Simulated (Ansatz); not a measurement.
The system is GeW.

```
Ge W
1.0
     0.00000    2.57761    2.57761
     2.57761    0.00000    2.57761
     2.57761    2.57761    0.00000
Ge W
1 1
Direct
  0.50000 0.50000 0.50000
  0.00000 0.00000 0.00000
```

The cell was built by a generator and needn't be a form met in nature.

* Program: Ansatz 0.2.0
* Task: relaxation of cell and atoms
* Functional: PBEsol
* Dispersion: D3(BJ)
* Potentials or basis: Ansatz PAW
* Cutoff: 420 eV (not typed: the program's choice for these potentials)
* k mesh: 9 × 9 × 9
* Occupations: fermi-dirac, width 0.05 eV
* Spin: no spin polarisation

At the start: volume 17.13 Å³/atom.

**Question.** How do energy, volume and symmetry change on relaxing?

**Answer.** It ends after 6 steps and the volume is 16.12 Å³/atom (-5.9 %); space group Fm-3m (No. 225, to 0.05 Å).

The path:
```csv
step,energy change (eV),largest force (eV/Å),volume (Å³)
1,0.0000,0.0000,34.25
2,-0.0257,0.0000,30.76
3,-0.0710,0.0000,32.39
4,-0.0716,0.0000,32.25
5,-0.0716,0.0000,32.24
6,-0.0710,0.0000,32.24
```

Final structure:
```yaml
crystal:
  lattice:
    - [0.00000, 2.52602, 2.52602]
    - [2.52602, 0.00000, 2.52602]
    - [2.52602, 2.52602, 0.00000]
  atoms:
    - { symbol: Ge, position: [0.50000, 0.50000, 0.50000] }
    - { symbol: W, position: [0.00000, 0.00000, 0.00000] }
```

Caveat: the plane-wave basis is chosen anew once the cell has moved, so the energies of steps on either side of that aren't comparable; pairwise dispersion overbinds metals, which lowers pressure and volume; the PAW data sets come from PBE, with cores solved anew for the run's functional, which leaves a small shift of forces and pressure.
